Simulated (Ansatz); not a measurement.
# C₃H₇AlSi: up Jacob's ladder to CCSD(T)

An exercise on one series of results from a longer session: the logs are not shown, and one member is left open.

Computed with Ansatz 0.2.0, Gaussian basis. Level: functionals in def2-TZVPP, the program's frozen cores in correlated methods.

The runs, in order: PBE-D4, r2SCAN-D4, PBE0-D4, B3LYP-D4, ωB97X-V, ωB97M-V, B2PLYP; CCSD(T)/def2-TZVPP; MP2/def2-QZVPP; extrapolation to the limit.

### Structure used throughout

An earlier PBE0-D4 in a triple-zeta def2 set relaxation fixed the geometry.

SMILES `C=C=[C]([AlH2])[SiH3]`, 12 atoms, charge 0, spin multiplicity 1.

Atoms are counted from 1 here; the program's logs count them from 0.

Bond lengths: C1–C2 1.304 Å, C1–H6 1.084 Å, C1–H7 1.084 Å, C2–C3 1.303 Å, C3–Al4 1.941 Å, C3–Si5 1.861 Å, Al4–H8 1.586 Å, Al4–H9 1.582 Å, Si5–H10 1.486 Å, Si5–H11 1.488 Å, Si5–H12 1.488 Å. Angles: C2–C1–H6 120.9°, C2–C1–H7 120.9°, H6–C1–H7 118.2°, C1–C2–C3 179.0°, C2–C3–Al4 114.3°, C2–C3–Si5 120.2°, Al4–C3–Si5 125.5°, C3–Al4–H8 118.8°, C3–Al4–H9 118.6°, H8–Al4–H9 122.5°, C3–Si5–H10 110.9°, C3–Si5–H11 109.8°, C3–Si5–H12 109.7°, H10–Si5–H11 109.4°, H10–Si5–H12 109.4°, H11–Si5–H12 107.6°.

As a file:

```xyz
12

C    -0.0543    2.3524   -0.3770
C    -0.0515    1.0671   -0.1563
C    -0.0697   -0.2154    0.0726
Al   -1.7026   -0.8556    0.9050
Si    1.3918   -1.2695   -0.3913
H     0.3175    3.0463    0.3680
H    -0.4243    2.7557   -1.3124
H    -1.8394   -2.4020    1.2307
H    -2.8460    0.1875    1.2329
H     2.4753   -0.4426   -0.9820
H     0.9725   -2.3076   -1.3712
H     1.9077   -1.9714    0.8148
```

Set-up of the first run:

Contents of in.yaml:

```yaml
crystal:
  periodic: [false, false, false]
  atoms:
    - {symbol: C, position_ang: [-0.054294, 2.352362, -0.376981]}
    - {symbol: C, position_ang: [-0.051498, 1.067085, -0.156271]}
    - {symbol: C, position_ang: [-0.069728, -0.215379, 0.072613]}
    - {symbol: Al, position_ang: [-1.702601, -0.855575, 0.904990]}
    - {symbol: Si, position_ang: [1.391774, -1.269550, -0.391256]}
    - {symbol: H, position_ang: [0.317465, 3.046256, 0.367995]}
    - {symbol: H, position_ang: [-0.424330, 2.755716, -1.312409]}
    - {symbol: H, position_ang: [-1.839430, -2.402000, 1.230711]}
    - {symbol: H, position_ang: [-2.846034, 0.187538, 1.232908]}
    - {symbol: H, position_ang: [2.475299, -0.442569, -0.982008]}
    - {symbol: H, position_ang: [0.972547, -2.307602, -1.371150]}
    - {symbol: H, position_ang: [1.907730, -1.971384, 0.814756]}
basis:
  gaussian: {orbitals: def2-TZVPP}
hamiltonian: {xc: pbe, dispersion: d4}
output: {forces: true, orbitals: {seedname: orbitals}}
```

Started as:

```sh
ansatz run in.yaml --threads 4 --pin off --events-out ev --progress --plain --max-ram 10444MiB
```

Steps of the session up to this table: PBE-D4 (GGA); r2SCAN-D4 (meta-GGA); PBE0-D4 (hybrid); B3LYP-D4 (hybrid); ωB97X-V (range-separated); ωB97M-V (range-separated); B2PLYP (double hybrid); CCSD(T) in def2-TZVPP; MP2 in def2-QZVPP.

One table of the session follows, with a row left open; its other results are not shown here.

| method | atomisation energy (kcal/mol) |
| --- | --- |
| PBE-D4 | 1041.6 |
| r2SCAN-D4 | 1033.0 |
| PBE0-D4 | 1028.7 |
| B3LYP-D4 | 1030.1 |
| ωB97X-V | 1030.5 |
| ωB97M-V | 1030.4 |
| B2PLYP | 1017.6 |
| HF/def2-TZVPP | ? |
| MP2/def2-TZVPP | 1013.2 |
| CCSD/def2-TZVPP | 986.7 |
| CCSD(T)/def2-TZVPP | 1001.6 |
| MP2/CBS | 1037.9 |
| CCSD(T)/CBS | 1026.3 |

**Question.** Estimate the row for HF/def2-TZVPP.

**Answer.** atomisation energy (kcal/mol): 772.1. In the column «atomisation energy (kcal/mol)» it is the lowest.
